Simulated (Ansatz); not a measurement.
# C₂H₈NOSi radical: up Jacob's ladder to CCSD(T)

One table from this session's results is given with a row withheld; the runs are named, their logs left out.

Program: Ansatz 0.2.0, Gaussian basis. Level of theory: functionals in def2-TZVPP, the program's frozen cores in correlated methods. These are calculated values, not measurements.

Plan: PBE-D4, r2SCAN-D4, PBE0-D4, B3LYP-D4, ωB97X-V, ωB97M-V, B2PLYP; CCSD(T)/def2-TZVPP; MP2/def2-QZVPP; extrapolation to the limit.

**The relaxed structure**

An earlier PBE0-D4 in a triple-zeta def2 set relaxation fixed the geometry.

SMILES `CN(C)[SiH]O`, 13 atoms, charge 0, spin multiplicity 2.

Atoms are counted from 1 here; the program's logs count them from 0.

Bond lengths: C1–N2 1.443 Å, C1–H6 1.097 Å, C1–H7 1.091 Å, C1–H8 1.099 Å, N2–C3 1.441 Å, N2–Si4 1.723 Å, C3–H9 1.092 Å, C3–H10 1.099 Å, C3–H11 1.097 Å, Si4–O5 1.653 Å, Si4–H12 1.502 Å, O5–H13 0.961 Å. Angles: N2–C1–H6 110.5°, N2–C1–H7 110.4°, N2–C1–H8 112.1°, H6–C1–H7 108.1°, H6–C1–H8 107.5°, H7–C1–H8 108.2°, C1–N2–C3 113.9°, C1–N2–Si4 121.9°, C3–N2–Si4 121.1°, N2–C3–H9 110.4°, N2–C3–H10 112.3°, N2–C3–H11 110.5°, H9–C3–H10 108.2°, H9–C3–H11 107.8°, H10–C3–H11 107.6°, N2–Si4–O5 109.6°, N2–Si4–H12 104.2°, O5–Si4–H12 112.5° and more.

Set-up of the first run:

in.yaml

```yaml
crystal:
  periodic: [false, false, false]
  atoms:
    - {symbol: C, position_ang: [-1.059584, 0.315101, 0.881625]}
    - {symbol: N, position_ang: [-0.060162, 0.044482, -0.122860]}
    - {symbol: C, position_ang: [-0.603685, -0.203649, -1.434698]}
    - {symbol: Si, position_ang: [1.587320, 0.505131, 0.084996]}
    - {symbol: O, position_ang: [2.088739, 0.102052, 1.607300]}
    - {symbol: H, position_ang: [-1.728810, -0.546389, 0.999411]}
    - {symbol: H, position_ang: [-0.586155, 0.510377, 1.845268]}
    - {symbol: H, position_ang: [-1.680634, 1.184037, 0.622555]}
    - {symbol: H, position_ang: [0.199664, -0.392428, -2.150048]}
    - {symbol: H, position_ang: [-1.200399, 0.641217, -1.805109]}
    - {symbol: H, position_ang: [-1.254247, -1.087341, -1.419419]}
    - {symbol: H, position_ang: [2.320002, -0.257750, -0.981684]}
    - {symbol: H, position_ang: [1.977950, -0.814831, 1.872673]}
basis:
  gaussian: {orbitals: def2-TZVPP}
magnetization: {spin_polarized: true, initial_magnetization: 1}
hamiltonian: {xc: pbe, dispersion: d4}
output: {forces: true, orbitals: {seedname: orbitals}}
```

Launch:

```bash
ansatz run in.yaml --threads 2 --pin off --events-out ev --progress --plain --max-ram 22528MiB --backend cuda --devices 0, --max-vram 18GiB
```

Among the steps run: PBE-D4 (GGA); r2SCAN-D4 (meta-GGA); PBE0-D4 (hybrid); B3LYP-D4 (hybrid); ωB97X-V (range-separated); ωB97M-V (range-separated); B2PLYP (double hybrid); CCSD(T) in def2-TZVPP; MP2 in def2-QZVPP.

One table of the session follows, with a row left open; its other results are not shown here.

It belongs to the step «Atomisation energies». 

| method | atomisation energy (kcal/mol) |
| --- | --- |
| PBE-D4 | 1158.6 |
| r2SCAN-D4 | 1139.0 |
| PBE0-D4 | 1137.9 |
| B3LYP-D4 | 1140.5 |
| ωB97X-V | 1140.4 |
| ωB97M-V | ? |
| B2PLYP | 1125.7 |
| HF/def2-TZVPP | 818.1 |
| MP2/def2-TZVPP | 1120.8 |
| CCSD/def2-TZVPP | 1090.3 |
| CCSD(T)/def2-TZVPP | 1105.9 |
| MP2/CBS | 1152.0 |
| CCSD(T)/CBS | 1137.1 |

Estimate the missing values for ωB97M-V.

As computed: atomisation energy (kcal/mol): 1139.4. In the column «atomisation energy (kcal/mol)» it lies between r2SCAN-D4 (1139.0) and ωB97X-V (1140.4).
